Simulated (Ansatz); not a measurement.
# Cu(AsH3)(NH2) (AsCuH5N): the relaxed shape and its frontier levels

Aim: characterise Cu(AsH3)(NH2) (AsCuH5N) as a singlet: its structure, frontier levels and distribution of charge.

The runs use Ansatz 0.2.0, Gaussian basis; RKS PBE0-D4/def2-TZVP.

Levels to be run: relaxation at PBE0-D4/def2-SVP; a search for the lowest solution at PBE0-D4/def2-SVP; a single point at PBE0-D4/def2-TZVP.

**1. Starting geometry**

8 atoms, charge 0, spin multiplicity 1.

Atoms are counted from 1 here; the program's logs count them from 0.

Bond lengths: Cu1–As2 2.268 Å, Cu1–N6 1.788 Å, As2–H3 1.483 Å, As2–H4 1.488 Å, As2–H5 1.483 Å, N6–H7 1.009 Å, N6–H8 1.008 Å. Angles: As2–Cu1–N6 179.2°, Cu1–As2–H3 123.6°, Cu1–As2–H4 122.7°, Cu1–As2–H5 123.4°, H3–As2–H4 92.6°, H3–As2–H5 93.4°, H4–As2–H5 92.5°, Cu1–N6–H7 124.9°, Cu1–N6–H8 125.2°, H7–N6–H8 108.0°.

Coordinates:

```xyz
8

Cu   -0.00648   -0.02074   -0.62339
As   -0.00817   -0.03989    1.64403
H    -1.14589   -0.53052    2.45857
H     0.12936    1.19776    2.45840
H     0.99974   -0.76410    2.45610
N     0.00536   -0.02996   -2.41134
H     0.82883    0.08233   -2.98300
H    -0.80274    0.10511   -2.99936
```

Formally the metal is d10. No spin-orbit coupling is included.

The start is a GFN2-xTB geometry.

**2. Relaxation at PBE0-D4/def2-SVP**

Input file in.yaml:

```yaml
crystal:
  periodic: [false, false, false]
  atoms:
    - {symbol: Cu, position_ang: [-0.006480, -0.020740, -0.623390]}
    - {symbol: As, position_ang: [-0.008170, -0.039890, 1.644030]}
    - {symbol: H, position_ang: [-1.145890, -0.530520, 2.458570]}
    - {symbol: H, position_ang: [0.129360, 1.197760, 2.458400]}
    - {symbol: H, position_ang: [0.999740, -0.764100, 2.456100]}
    - {symbol: N, position_ang: [0.005360, -0.029960, -2.411340]}
    - {symbol: H, position_ang: [0.828830, 0.082330, -2.983000]}
    - {symbol: H, position_ang: [-0.802740, 0.105110, -2.999360]}
basis:
  gaussian: {orbitals: def2-SVP}
hamiltonian: {xc: pbe0, dispersion: d4}
scf: {omitted_lower_state_checks: [starts]}
output: {orbitals: {seedname: orbitals}}
relax: {f_tol: 0.02, max_steps: 100}
```

Started as:

```
$ ansatz run in.yaml --threads 4 --pin off --events-out ev --progress --plain --max-ram 3916MiB
```

The runs that follow: Searching for the lowest solution, PBE0-D4/def2-SVP; Single point, PBE0-D4/def2-TZVP.

**Question.** What will the summary of the whole plan be? Wanted: point group; near neighbours of the metal; HOMO, LUMO at PBE0-D4/def2-TZVP; charge on the metal; dipole at PBE0-D4/def2-SVP.

As calculated:

| quantity | value |
| --- | --- |
| point group | C1 |
| near neighbours of the metal | As 2.27, N 1.82 Å |
| HOMO, LUMO at PBE0-D4/def2-TZVP | -5.21, -0.52 eV |
| charge on the metal (Mulliken, PBE0-D4/def2-TZVP) | -0.12 e |
| dipole at PBE0-D4/def2-SVP | 5.25 D |

In words: The molecule keeps its bonding pattern by the stored test; the atoms moved 0.11 Å (rms). The metal has 2 near neighbours by the distance rule, from 1.82 to 2.27 Å. The Mulliken charge of the metal, -0.12 e, depends on the basis and isn't its oxidation state. No usable vibrations, so a minimum isn't proven. Whether this spin is the lowest isn't tested here. The point group is read from a loosely relaxed geometry; soft torsions can leave it below the true symmetry.
